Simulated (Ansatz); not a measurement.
From input file to script: HRb (charge +1) in Ansatz 0.2.0.

```yaml
crystal:
  periodic: [false, false, false]
  atoms:
    - { symbol: Rb, position_ang: [0.0, 0.0, 0.0] }
    - { symbol: H, position_ang: [0.0, 0.0, 2.48] }
basis:
  gaussian:
    orbitals: def2-SVP
hamiltonian:
  xc: b3lyp
magnetization:
  spin_polarized: true
  initial_magnetization: 1.0
total_charge: 1.0
relax:
  f_tol: 0.01
```

`opt.py`
```python
'''Minimum-energy structure of HRb(+).'''

import itertools

import ansatz as az
from ase.data import atomic_numbers, covalent_radii
import numpy as np

geometry_ang = [
    ('Rb', [0.0, 0.0, 0.0]),
    ('H', [0.0, 0.0, 2.48]),
]
system = az.Crystal.molecule()
for symbol, xyz in geometry_ang:
    system = system.atom(symbol, xyz)

setup = (
    system.calculation()
    .basis(gaussian='def2-SVP')
    .functional('b3lyp')
    .charge(1)
    .spin('collinear', total=1)
)
symbols = [site.symbol for site in system.cartesian_sites]
start = np.array([site.position_ang for site in system.cartesian_sites], dtype=float)
def progress(event):
    if event['event'] == 'relax_step':
        row = event['data']
        print(f'step {row["step"]:3d}  E = {row["lagrangian_ev"]:.6f} eV  largest force component {row["allowed_force_max_ev_ang"]:.4f} eV/A')


r = setup.relax(force_tolerance=0.01).session().plan().execute(on_event=progress).report
end = np.array(r['positions_ang'])

print('reference energy %16.6f eV' % r['reference_energy_ev'])
print('total energy     %16.6f eV' % r['free_energy_ev'])
print('occupied orbitals outside the frozen core (up, down):', r['n_occupied'], ' frozen:', r['n_frozen'], ' virtual:', r['n_virtual'])

# pairs closer than 1.2 times the sum of covalent radii, before or after
radius = [covalent_radii[atomic_numbers[s]] for s in symbols]
span = lambda where, i, j: np.linalg.norm(where[i] - where[j])
bonded = [(i, j) for i, j in itertools.combinations(range(len(symbols)), 2) if min(span(start, i, j), span(end, i, j)) < 1.2 * (radius[i] + radius[j])]
print('pair        before    after (A)')
for i, j in bonded:
    print(f'{symbols[i]}{i}-{symbols[j]}{j}'.ljust(10), f'{span(start, i, j):8.4f} {span(end, i, j):8.4f}')

charges = r['charge_distribution']
dipole = np.array(charges['dipole_moment_e_ang']) * 4.803205
print('dipole (D): {:.3f} {:.3f} {:.3f}, length {:.3f}'.format(*dipole, np.linalg.norm(dipole)))
print('atom  Mulliken   Lowdin')
for symbol, m, l in zip(symbols, charges['mulliken_charges_e'], charges['lowdin_charges_e']):
    print(f'{symbol:4s} {m:9.3f} {l:8.3f}')
```

```console
$ python opt.py
step   1  E = -664.945160 eV  largest force component 0.5627 eV/A
step   2  E = -665.031809 eV  largest force component 0.2561 eV/A
step   3  E = -665.065290 eV  largest force component 0.1210 eV/A
step   4  E = -665.086259 eV  largest force component 0.0111 eV/A
step   5  E = -665.086922 eV  largest force component 0.0014 eV/A
reference energy      -665.087160 eV
total energy          -665.087160 eV
occupied orbitals outside the frozen core (up, down): [5, 4]  frozen: 0  virtual: [24, 25]
pair        before    after (A)
Rb0-H1       2.4800   3.3989
dipole (D): -0.000 0.000 -0.258, length 0.258
atom  Mulliken   Lowdin
Rb       0.970    0.891
H        0.030    0.109
```

Total energies depend on the basis set; only differences at equal settings carry meaning. The end point is the stationary point reached from this start; no frequency run checks that it is a minimum, and the basis set is modest. def2 sets replace the cores of elements past krypton by effective core potentials. The run takes the species as open-shell (spin multiplicity 2), which needn't be its ground state. The Löwdin charges here are taken after orthogonalising the functions within each atom; they differ from plain Löwdin charges, and their signs can be unphysical. An ion's dipole depends on the origin; the program takes it about the centre of nuclear charge. b3lyp holds the VWN-RPA fit, as in Gaussian; the form of ORCA and Turbomole is b3lyp5. The whole script took 7 s on 1 thread of Arm Neoverse V1 (shared host), peak memory 0.19 GiB.

(Lines on the test bed's own set-up are left out of the output.)
